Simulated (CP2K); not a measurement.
Crystal: GdO.

```xyz
2
Lattice="3.8184 0.0000 0.0000 1.9092 3.3068 0.0000 1.9092 1.1023 3.1177" Properties=species:S:1:pos:R:3 pbc="T T T"
Gd    0.0000    0.0000    0.0000
O     5.7276    3.3068    2.3383
```

Program: CP2K 2026.2. Alike in all runs: task band structure; spin collinear, ferromagnetic start; cell as given; k mesh 9 × 9 × 9.

Problem. Order these runs on this cell by their pressure, lowest first.
A. level LDA; potentials or basis GTH_POTENTIALS Gd GTH-PADE-q18, O GTH-PADE-q6; DZVP-MOLOPT-SR-GTH, DZVP-MOLOPT-PBE-GTH basis; smearing fermi-dirac 0.05 eV; NGRIDS 4; points a segment of the path (NPOINTS) 10; bands added on the path 2; CUTOFF of the grids 600 Ry
B. level r2SCAN; potentials or basis POTENTIAL_UZH Gd GTH-SCAN-q18, O GTH-SCAN-q6; DZVP-MOLOPT-SR-GTH, DZVP-MOLOPT-SCAN-GTH basis; smearing fermi-dirac 0.1 eV; NGRIDS 4; points a segment of the path (NPOINTS) 8; bands added on the path 2; CUTOFF of the grids 850 Ry
C. level PBEsol; potentials or basis GTH_POTENTIALS Gd GTH-PBE-q18; POTENTIAL_UZH O GTH-PBE-q6; DZVP-MOLOPT-SR-GTH, DZVP-MOLOPT-PBE-GTH basis; smearing fermi-dirac 0.1 eV; NGRIDS 5; points a segment of the path (NPOINTS) 10; bands added on the path 6; CUTOFF of the grids 600 Ry
D. level PBE; potentials or basis GTH_POTENTIALS Gd GTH-PBE-q18; POTENTIAL_UZH O GTH-PBE-q6; DZVP-MOLOPT-SR-GTH, DZVP-MOLOPT-PBE-GTH basis; smearing fermi-dirac 0.01 eV; NGRIDS 4; points a segment of the path (NPOINTS) 8; bands added on the path 2; CUTOFF of the grids 600 Ry

Solution. A (-6.5 GPa), C (-3.0 GPa), B (-1.4 GPa), D (0.4 GPa).

Caveats: the basis of atomic orbitals isn't converged, which shifts pressures, moduli and gaps; the total moment is fixed, so each spin has its own Fermi level; a cell with one magnetic atom can't hold antiferromagnetic order, which such compounds often take; the potentials were made for another functional, which shifts forces and pressure (some runs).
